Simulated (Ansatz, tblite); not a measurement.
# Si31H36 off sphere (Si₃₁H₃₆): removing and adding an electron

Aim: the energy of removing and adding an electron for Si31H36 off sphere (Si₃₁H₃₆), by energy differences, and how well orbital energies stand in for it.

Method: as each input shows; program: Ansatz 0.2.0, Gaussian basis.

The runs, in order: charge +1 doublet, at the geometry of the singlet (PBE0-D4/def2-SVP, PBE-D4/def2-SVP, revPBE-D4/def2-SVP); charge -1 doublet, at the geometry of the singlet (PBE0-D4/def2-SVP, PBE-D4/def2-SVP, revPBE-D4/def2-SVP); the starting singlet's energies come from earlier runs.

**1. The structure**

The geometry is that of the singlet, from an earlier relaxation (PBE-D4/def2-SVP).

67 atoms, charge 0, spin multiplicity 1.

Atoms are counted from 1 here; the program's logs count them from 0.

Bond lengths: Si1–Si16 2.356 Å, Si1–Si18 2.356 Å, Si1–H32 1.510 Å, Si1–H33 1.506 Å, Si2–Si17 2.352 Å, Si2–Si19 2.355 Å, Si2–H34 1.510 Å, Si2–H35 1.506 Å, Si3–Si16 2.356 Å, Si3–Si21 2.354 Å, Si3–Si22 2.354 Å, Si3–H36 1.512 Å, Si4–Si20 2.353 Å, Si4–Si21 2.354 Å, Si4–Si23 2.353 Å, Si4–H37 1.512 Å, Si5–Si17 2.358 Å, Si5–Si24 2.352 Å and more. Angles: Si16–Si1–Si18 108.9°, Si16–Si1–H32 107.7°, Si16–Si1–H33 112.4°, Si18–Si1–H32 108.4°, Si18–Si1–H33 111.4°, H32–Si1–H33 107.9°, Si17–Si2–Si19 107.9°, Si17–Si2–H34 108.5°, Si17–Si2–H35 112.1°, Si19–Si2–H34 108.2°, Si19–Si2–H35 111.9°, H34–Si2–H35 108.1°, Si16–Si3–Si21 110.3°, Si16–Si3–Si22 108.7°, Si16–Si3–H36 108.5°, Si21–Si3–Si22 109.9°, Si21–Si3–H36 110.1°, Si22–Si3–H36 109.3° and more.

**2. Charge +1 doublet at the fixed geometry, PBE0-D4/def2-SVP**

The input, in.yaml:

```yaml
crystal:
  periodic: [false, false, false]
  atoms:
    - {symbol: Si, position_ang: [-4.173710, -1.364099, 1.750722]}
    - {symbol: Si, position_ang: [-4.223928, 1.578273, -1.335005]}
    - {symbol: Si, position_ang: [-1.448906, -3.934158, 1.586455]}
    - {symbol: Si, position_ang: [1.230622, -3.940868, -1.147738]}
    - {symbol: Si, position_ang: [-1.425168, 1.497851, -3.875839]}
    - {symbol: Si, position_ang: [1.240927, -1.206459, -3.846399]}
    - {symbol: Si, position_ang: [-1.475992, -1.189116, -1.112225]}
    - {symbol: Si, position_ang: [-1.532140, 1.519870, 1.536944]}
    - {symbol: Si, position_ang: [1.247516, -1.203380, 1.566893]}
    - {symbol: Si, position_ang: [1.241370, 1.525334, -1.106966]}
    - {symbol: Si, position_ang: [-1.388433, -1.137236, 4.303362]}
    - {symbol: Si, position_ang: [-1.571755, 4.222810, -1.230127]}
    - {symbol: Si, position_ang: [1.420456, 4.155108, 1.827630]}
    - {symbol: Si, position_ang: [3.969430, -1.222035, -1.167889]}
    - {symbol: Si, position_ang: [4.038840, 1.441534, 1.559211]}
    - {symbol: Si, position_ang: [-2.819509, -2.566112, 0.243827]}
    - {symbol: Si, position_ang: [-2.803209, 0.135956, -2.532615]}
    - {symbol: Si, position_ang: [-2.825826, 0.150961, 2.949237]}
    - {symbol: Si, position_ang: [-2.896426, 2.840202, 0.145014]}
    - {symbol: Si, position_ang: [-0.126207, -2.551213, -2.476956]}
    - {symbol: Si, position_ang: [-0.094943, -5.307983, 0.236424]}
    - {symbol: Si, position_ang: [-0.098131, -2.558318, 2.937682]}
    - {symbol: Si, position_ang: [2.589112, -2.561666, 0.189433]}
    - {symbol: Si, position_ang: [-0.074555, 0.147551, -5.248750]}
    - {symbol: Si, position_ang: [-0.106338, 2.872369, -2.485925]}
    - {symbol: Si, position_ang: [2.584826, 0.159285, -2.476366]}
    - {symbol: Si, position_ang: [-0.117944, 0.169436, 0.237788]}
    - {symbol: Si, position_ang: [-0.337775, 3.011897, 2.913339]}
    - {symbol: Si, position_ang: [2.740565, 0.018982, 2.911913]}
    - {symbol: Si, position_ang: [2.617976, 2.827120, 0.290164]}
    - {symbol: Si, position_ang: [5.382305, 0.113940, 0.155269]}
    - {symbol: H, position_ang: [-4.764437, -2.352927, 2.727705]}
    - {symbol: H, position_ang: [-5.312485, -0.658595, 1.061527]}
    - {symbol: H, position_ang: [-4.875241, 2.529100, -2.310258]}
    - {symbol: H, position_ang: [-5.314129, 0.829241, -0.614040]}
    - {symbol: H, position_ang: [-2.337106, -4.783491, 2.468010]}
    - {symbol: H, position_ang: [2.106134, -4.786036, -2.045025]}
    - {symbol: H, position_ang: [-2.313358, 2.384437, -4.720252]}
    - {symbol: H, position_ang: [2.143763, -2.101832, -4.665075]}
    - {symbol: H, position_ang: [-2.213091, -1.952652, 5.269765]}
    - {symbol: H, position_ang: [-0.471797, -0.244984, 5.102874]}
    - {symbol: H, position_ang: [-2.475702, 4.967946, -2.182444]}
    - {symbol: H, position_ang: [-0.814198, 5.239292, -0.415095]}
    - {symbol: H, position_ang: [0.865384, 5.375664, 1.141019]}
    - {symbol: H, position_ang: [2.395842, 4.627633, 2.879670]}
    - {symbol: H, position_ang: [4.777513, -2.111579, -2.085559]}
    - {symbol: H, position_ang: [4.908272, 2.320485, 2.430033]}
    - {symbol: H, position_ang: [-3.672430, -3.438519, -0.649142]}
    - {symbol: H, position_ang: [-3.607687, -0.784781, -3.422231]}
    - {symbol: H, position_ang: [-3.692148, 1.030692, 3.821947]}
    - {symbol: H, position_ang: [-3.774494, 3.698157, 1.027424]}
    - {symbol: H, position_ang: [-1.033368, -3.396591, -3.342647]}
    - {symbol: H, position_ang: [-0.966394, -6.208694, -0.604327]}
    - {symbol: H, position_ang: [0.788750, -6.175742, 1.098688]}
    - {symbol: H, position_ang: [0.804524, -3.420718, 3.790699]}
    - {symbol: H, position_ang: [3.445644, -3.418624, 1.094914]}
    - {symbol: H, position_ang: [-0.942861, -0.702840, -6.143068]}
    - {symbol: H, position_ang: [0.811472, 1.004020, -6.119572]}
    - {symbol: H, position_ang: [0.791310, 3.733328, -3.345478]}
    - {symbol: H, position_ang: [3.437762, 1.056268, -3.345453]}
    - {symbol: H, position_ang: [0.216075, 2.264276, 4.098550]}
    - {symbol: H, position_ang: [-1.320193, 4.031276, 3.438166]}
    - {symbol: H, position_ang: [2.009804, 0.804494, 3.970586]}
    - {symbol: H, position_ang: [3.637771, -0.976504, 3.606835]}
    - {symbol: H, position_ang: [3.468018, 3.729172, -0.575887]}
    - {symbol: H, position_ang: [6.298209, -0.750789, 0.986193]}
    - {symbol: H, position_ang: [6.231841, 0.994594, -0.727546]}
basis:
  gaussian: {orbitals: def2-SVP, fitting: {mean_field: def2-universal-jkfit}}
total_charge: 1
magnetization: {spin_polarized: true, initial_magnetization: 1}
hamiltonian: {xc: pbe0, dispersion: d4}
scf: {omitted_lower_state_checks: [starts]}
output: {orbitals: {seedname: orbitals}}
```

Launch:

```bash
ansatz run in.yaml --threads 4 --pin off --events-out ev --progress --plain --max-ram 46080MiB --backend cuda --devices 0, --max-vram 37GiB
```

Standard output:

```text
Functional definition: PBE0
  name "PBE0"
  cite "Adamo & Barone, J. Chem. Phys. 110, 6158 (1999) doi:10.1063/1.478522"
  cite "Perdew, Burke & Ernzerhof, Phys. Rev. Lett. 77, 3865 (1996) doi:10.1103/PhysRevLett.77.3865"
  parent pbe
  parameter a = 0.25
  parameter kappa = 0.804
  parameter beta = 0.06672455060314922
  exchange = (1 - a)*pbe_x(kappa = kappa, mu = beta*pi^2/3) + a*exact_x
  correlation = pbe_c(beta = beta)
these checks for a lower state are left out or cut short: starts
4616 factors; integrals over basis functions are off by at most 3.2e-1 eV
mean field evaluation 1: about -244617.1475 eV, gradient 1.5e1 eV
mean field evaluation 2: about -244617.0483 eV, gradient 1.7e1 eV
mean field evaluation 4: about -244619.1463 eV, gradient 1.8e0 eV
mean field evaluation 8: about -244619.1772 eV, gradient 6.4e-1 eV
mean field evaluation 16: about -244619.1858 eV, gradient 3.4e-2 eV
mean field evaluation 32: about -244619.1871 eV, gradient 7.1e-6 eV
mean field -244619.18712607 eV, -8989.5893180428 hartree, gradient 3.9e-6 eV, S^2 0.752643; 0 other end points of the search recorded, 0 dependent functions left out
reference -244619.18720018 eV, -8989.5893207664 hartree; 235, 234 occupied and 503, 504 virtual orbitals, 4616 factors
Total energy: -244624.53753165 eV, -8989.7859418210 hartree
Checks for a lower state left out: starts
```

It took 34 s on 1 × H100 (card shared with other runs) with 4 threads of AMD EPYC 7R13, shared host; peak host memory 1.6 GiB.

From the report: HOMO -9.68 eV, LUMO -8.84 eV (over both spins); ⟨S²⟩ 0.753 (pure: 0.75).

**3. Charge +1 doublet at the fixed geometry, PBE-D4/def2-SVP**

start.molden holds the orbitals of an earlier run on this state, given as this run's starting guess.

in.yaml, as its differences from that of step 2:

```diff
@@ -71,6 +71,6 @@
 basis:
-  gaussian: {orbitals: def2-SVP, fitting: {mean_field: def2-universal-jkfit}}
+  gaussian: {orbitals: def2-SVP, fitting: {mean_field: def2-universal-jkfit}, initial_orbitals: start.molden}
 total_charge: 1
 magnetization: {spin_polarized: true, initial_magnetization: 1}
-hamiltonian: {xc: pbe0, dispersion: d4}
+hamiltonian: {xc: pbe, dispersion: d4}
 scf: {omitted_lower_state_checks: [starts]}
```

The command is unchanged.

Standard output:

```text
Functional definition: PBE
  name "PBE"
  cite "Perdew, Burke & Ernzerhof, Phys. Rev. Lett. 77, 3865 (1996) doi:10.1103/PhysRevLett.77.3865"
  parent pbe
  parameter kappa = 0.804
  parameter beta = 0.06672455060314922
  exchange = pbe_x(kappa = kappa, mu = beta*pi^2/3)
  correlation = pbe_c(beta = beta)
these checks for a lower state are left out or cut short: starts
4616 factors; integrals over basis functions are off by at most 3.2e-1 eV
mean field evaluation 1: about -244593.7836 eV, gradient 1.2e1 eV
mean field evaluation 2: about -244594.3850 eV, gradient 6.2e-1 eV
mean field evaluation 4: about -244594.3992 eV, gradient 6.6e-2 eV
mean field evaluation 8: about -244594.3999 eV, gradient 5.9e-4 eV
mean field evaluation 16: about -244594.3999 eV, gradient 1.2e-5 eV
mean field -244594.39986622 eV, -8988.6784030449 hartree, gradient 2.0e-6 eV, S^2 0.750525; 0 other end points of the search recorded, 0 dependent functions left out
reference -244594.39996478 eV, -8988.6784066668 hartree; 235, 234 occupied and 503, 504 virtual orbitals, 4616 factors
Total energy: -244600.21752580 eV, -8988.8921980909 hartree
Checks for a lower state left out: starts
```

Wall time 14 s (1 × H100 (card shared with other runs) with 4 threads of AMD EPYC 7R13, shared host); peak host memory 1.6 GiB.

Report: HOMO -8.75 eV, LUMO -8.72 eV (over both spins); ⟨S²⟩ 0.751 (pure: 0.75).

**4. Charge +1 doublet at the fixed geometry, revPBE-D4/def2-SVP**

in.yaml, as its differences from that of step 3:

```diff
@@ -74,3 +74,3 @@
 magnetization: {spin_polarized: true, initial_magnetization: 1}
-hamiltonian: {xc: pbe, dispersion: d4}
+hamiltonian: {xc: {name: revPBE}, dispersion: d4}
 scf: {omitted_lower_state_checks: [starts]}
```

Same command.

Standard output (excerpt; [...] marks lines left out):

```text
Functional definition: revPBE
  name "revPBE"
  cite "Zhang & Yang, Phys. Rev. Lett. 80, 890 (1998) doi:10.1103/PhysRevLett.80.890"
  cite "Perdew, Burke & Ernzerhof, Phys. Rev. Lett. 77, 3865 (1996) doi:10.1103/PhysRevLett.77.3865"
[...]
4616 factors; integrals over basis functions are off by at most 3.2e-1 eV
[...]
mean field -244668.74818736 eV, -8991.4106534513 hartree, gradient 2.1e-6 eV, S^2 0.750577; 0 other end points of the search recorded, 0 dependent functions left out
reference -244668.74830993 eV, -8991.4106579558 hartree; 235, 234 occupied and 503, 504 virtual orbitals, 4616 factors
Total energy: -244680.27109086 eV, -8991.8341123447 hartree
Checks for a lower state left out: starts
```

It took 17 s on 1 × H100 (card shared with other runs) with 4 threads of AMD EPYC 7R13, shared host; peak host memory 1.6 GiB.

Report: HOMO -8.73 eV, LUMO -8.70 eV (over both spins); ⟨S²⟩ 0.751 (pure: 0.75).

**5. Vertical ionisation energy**

Charged state less starting state, singlet to doublet; the starting state's energies are those of its earlier runs.

```csv
level,vertical ionisation energy (eV),time
PBE-D4/def2-SVP,+7.51,19 s
revPBE-D4/def2-SVP,+7.60,23 s
PBE0-D4/def2-SVP,+8.04,44 s
```

Times add the two runs; a level without a time comes out of a correlated run.

Beside −ε(HOMO) of the starting state:

```csv
level,−ε(HOMO) (eV),by difference (eV),mismatch (eV)
PBE-D4/def2-SVP,6.13,7.51,-1.39
revPBE-D4/def2-SVP,6.11,7.60,-1.49
PBE0-D4/def2-SVP,7.08,8.04,-0.96
```

**6. Charge -1 doublet at the fixed geometry, PBE0-D4/def2-SVP**

in.yaml, as its differences from that of step 4:

```diff
@@ -71,6 +71,6 @@
 basis:
-  gaussian: {orbitals: def2-SVP, fitting: {mean_field: def2-universal-jkfit}, initial_orbitals: start.molden}
-total_charge: 1
+  gaussian: {orbitals: def2-SVP, fitting: {mean_field: def2-universal-jkfit}}
+total_charge: -1
 magnetization: {spin_polarized: true, initial_magnetization: 1}
-hamiltonian: {xc: {name: revPBE}, dispersion: d4}
+hamiltonian: {xc: pbe0, dispersion: d4}
 scf: {omitted_lower_state_checks: [starts]}
```

Launched as before.

Standard output (excerpt; [...] marks lines left out):

```text
Functional definition: PBE0
  name "PBE0"
  cite "Adamo & Barone, J. Chem. Phys. 110, 6158 (1999) doi:10.1063/1.478522"
  cite "Perdew, Burke & Ernzerhof, Phys. Rev. Lett. 77, 3865 (1996) doi:10.1103/PhysRevLett.77.3865"
  parent pbe
[...]
4616 factors; integrals over basis functions are off by at most 3.2e-1 eV
[...]
mean field -244628.03035905 eV, -8989.9143008606 hartree, gradient 8.7e-6 eV, S^2 0.752007; 0 other end points of the search recorded, 0 dependent functions left out
reference -244628.03043708 eV, -8989.9143037281 hartree; 236, 235 occupied and 502, 503 virtual orbitals, 4616 factors
Total energy: -244633.53765948 eV, -8990.1166904184 hartree
Checks for a lower state left out: starts
```

Run time: 27 s. Hardware: 1 × H100 (card shared with other runs) with 4 threads of AMD EPYC 7R13, shared host; peak host memory 1.6 GiB.

HOMO -0.02 eV, LUMO 0.88 eV (over both spins); ⟨S²⟩ 0.752 (pure: 0.75).

**7. Charge -1 doublet at the fixed geometry, PBE-D4/def2-SVP**

in.yaml, as its differences from that of step 6:

```diff
@@ -71,6 +71,6 @@
 basis:
-  gaussian: {orbitals: def2-SVP, fitting: {mean_field: def2-universal-jkfit}}
+  gaussian: {orbitals: def2-SVP, fitting: {mean_field: def2-universal-jkfit}, initial_orbitals: start.molden}
 total_charge: -1
 magnetization: {spin_polarized: true, initial_magnetization: 1}
-hamiltonian: {xc: pbe0, dispersion: d4}
+hamiltonian: {xc: pbe, dispersion: d4}
 scf: {omitted_lower_state_checks: [starts]}
```

Same command.

Standard output:

```text
Functional definition: PBE
  name "PBE"
  cite "Perdew, Burke & Ernzerhof, Phys. Rev. Lett. 77, 3865 (1996) doi:10.1103/PhysRevLett.77.3865"
  parent pbe
  parameter kappa = 0.804
  parameter beta = 0.06672455060314922
  exchange = pbe_x(kappa = kappa, mu = beta*pi^2/3)
  correlation = pbe_c(beta = beta)
these checks for a lower state are left out or cut short: starts
4616 factors; integrals over basis functions are off by at most 3.2e-1 eV
mean field evaluation 1: about -244602.3066 eV, gradient 1.2e1 eV
mean field evaluation 2: about -244602.9060 eV, gradient 6.1e-1 eV
mean field evaluation 4: about -244602.9189 eV, gradient 1.9e-2 eV
mean field evaluation 8: about -244602.9189 eV, gradient 2.5e-5 eV
mean field evaluation 16: about -244602.9189 eV, gradient 1.7e-5 eV
mean field -244602.91891883 eV, -8988.9914724537 hartree, gradient 3.1e-6 eV, S^2 0.750905; 0 other end points of the search recorded, 0 dependent functions left out
reference -244602.91902276 eV, -8988.9914762731 hartree; 236, 235 occupied and 502, 503 virtual orbitals, 4616 factors
Total energy: -244608.90900273 eV, -8989.2116039768 hartree
Checks for a lower state left out: starts
```

Run time: 14 s. Hardware: 1 × H100 (card shared with other runs) with 4 threads of AMD EPYC 7R13, shared host; peak host memory 1.6 GiB.

From the report: HOMO 0.17 eV, LUMO 0.25 eV (over both spins); ⟨S²⟩ 0.751 (pure: 0.75). Doubts: highest occupied level lies above zero.

**8. Charge -1 doublet at the fixed geometry, revPBE-D4/def2-SVP**

in.yaml, as its differences from that of step 7:

```diff
@@ -74,3 +74,3 @@
 magnetization: {spin_polarized: true, initial_magnetization: 1}
-hamiltonian: {xc: pbe, dispersion: d4}
+hamiltonian: {xc: {name: revPBE}, dispersion: d4}
 scf: {omitted_lower_state_checks: [starts]}
```

Same command.

Standard output (excerpt; [...] marks lines left out):

```text
Functional definition: revPBE
  name "revPBE"
  cite "Zhang & Yang, Phys. Rev. Lett. 80, 890 (1998) doi:10.1103/PhysRevLett.80.890"
  cite "Perdew, Burke & Ernzerhof, Phys. Rev. Lett. 77, 3865 (1996) doi:10.1103/PhysRevLett.77.3865"
[...]
4616 factors; integrals over basis functions are off by at most 3.2e-1 eV
[...]
mean field -244677.20922884 eV, -8991.7215909909 hartree, gradient 5.8e-6 eV, S^2 0.751110; 0 other end points of the search recorded, 0 dependent functions left out
reference -244677.20935732 eV, -8991.7215957124 hartree; 236, 235 occupied and 502, 503 virtual orbitals, 4616 factors
Total energy: -244689.12464799 eV, -8992.1594745682 hartree
Checks for a lower state left out: starts
```

Wall time 15 s (1 × H100 (card shared with other runs) with 4 threads of AMD EPYC 7R13, shared host); peak host memory 1.6 GiB.

Report: HOMO 0.20 eV, LUMO 0.31 eV (over both spins); ⟨S²⟩ 0.751 (pure: 0.75). Doubts: highest occupied level lies above zero.

**9. Vertical electron affinity**

Starting state less charged state (positive: the electron is bound), singlet to doublet; the starting state's energies are those of its earlier runs.

```csv
level,vertical electron affinity (eV),time
PBE-D4/def2-SVP,+1.18,19 s
revPBE-D4/def2-SVP,+1.25,21 s
PBE0-D4/def2-SVP,+0.96,36 s
```

Times add the two runs; a level without a time comes out of a correlated run.

Beside −ε(LUMO) of the starting state:

```csv
level,−ε(LUMO) (eV),by difference (eV),mismatch (eV)
PBE-D4/def2-SVP,2.35,1.18,+1.17
revPBE-D4/def2-SVP,2.30,1.25,+1.05
PBE0-D4/def2-SVP,1.73,0.96,+0.77
```

**10. Results**

| quantity | value |
| --- | --- |
| vertical ionisation energy, functionals in def2-SVP | 7.51 (PBE-D4) to 8.04 eV (PBE0-D4) |
| vertical electron affinity, functionals in def2-SVP | 0.96 (PBE0-D4) to 1.25 eV (revPBE-D4) |

What this shows: The vertical ionisation energy spans 7.51 to 8.04 eV over the functionals. −ε(HOMO) misses the level's own difference by -0.96 eV at best (PBE0-D4) and -1.49 eV at worst (revPBE-D4). The vertical electron affinity spans 0.96 to 1.25 eV over the functionals. −ε(LUMO) misses the level's own difference by +0.77 eV at best (PBE0-D4) and +1.17 eV at worst (PBE-D4).
